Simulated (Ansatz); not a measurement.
# Cl3FH2OZr: the cost of one run

Method: RKS BLYP-D4/def2-SVP, in Ansatz 0.2.0.

## 1. The structure to begin with

Bond lengths: Zr1–Cl2 2.870 Å, Zr1–Cl3 2.520 Å, Zr1–F4 1.979 Å, Zr1–Cl5 2.518 Å, Zr1–O6 2.370 Å, O6–H7 1.010 Å. Angles: Cl2–Zr1–Cl3 109.5°, Cl2–Zr1–F4 109.5°, Cl2–Zr1–Cl5 109.5°, Cl2–Zr1–O6 71.6°, Cl3–Zr1–F4 109.5°, Cl3–Zr1–Cl5 109.5°, Cl3–Zr1–O6 67.2°, F4–Zr1–Cl5 109.5°, F4–Zr1–O6 176.6°, Cl5–Zr1–O6 72.8°, Zr1–O6–H7 109.5°.

As a file:

```xyz
8

Zr    0.0000    0.0000    0.0000
Cl    0.0000    0.0000    2.8700
Cl    2.3764    0.0000   -0.8392
F    -0.9326    1.6157   -0.6593
Cl   -1.1869   -2.0563   -0.8392
O     1.2370   -1.8784    0.7473
H     0.6706   -2.7104    0.6628
H     0.8649   -1.3134    2.0020
```

## 2. A restrained relaxation towards end A

Springs on the bonds that form and break draw the guess towards this end; the thresholds are loose.

input.yaml

```yaml
crystal:
  periodic: [false, false, false]
  atoms:
    - { symbol: Zr, position_ang: [0.0, 0.0, 0.0] }
    - { symbol: Cl, position_ang: [0.0, 0.0, 2.87] }
    - { symbol: Cl, position_ang: [2.3764, 0.0, -0.8392] }
    - { symbol: F, position_ang: [-0.9326, 1.6157, -0.6593] }
    - { symbol: Cl, position_ang: [-1.1869, -2.0563, -0.8392] }
    - { symbol: O, position_ang: [1.237, -1.8784, 0.7473] }
    - { symbol: H, position_ang: [0.6706, -2.7104, 0.6628] }
    - { symbol: H, position_ang: [0.8649, -1.3134, 2.002] }
basis:
  gaussian: { orbitals: def2-SVP }
hamiltonian:
  xc: blyp
  dispersion: d4
relax:
  f_tol: 0.15
  max_steps: 25
  restrain:
    - { distance: [0, 5], at: 3.27, k: 30.0 }
    - { distance: [7, 1], at: 2.57, k: 30.0 }
    - { distance: [0, 1], at: 2.52, k: 30.0 }
    - { distance: [7, 5], at: 1.01, k: 30.0 }
```

Started as:

```
> ansatz run input.yaml --threads 4 --pin off --max-ram 5120MiB --backend cpu --events-out ev --progress --plain --runs-dir out
```

**Question.** How long does this run take on 4 threads of Arm Neoverse V1, shared host, and how much memory does it need?

About 22 s, with a peak of 0.19 GiB.
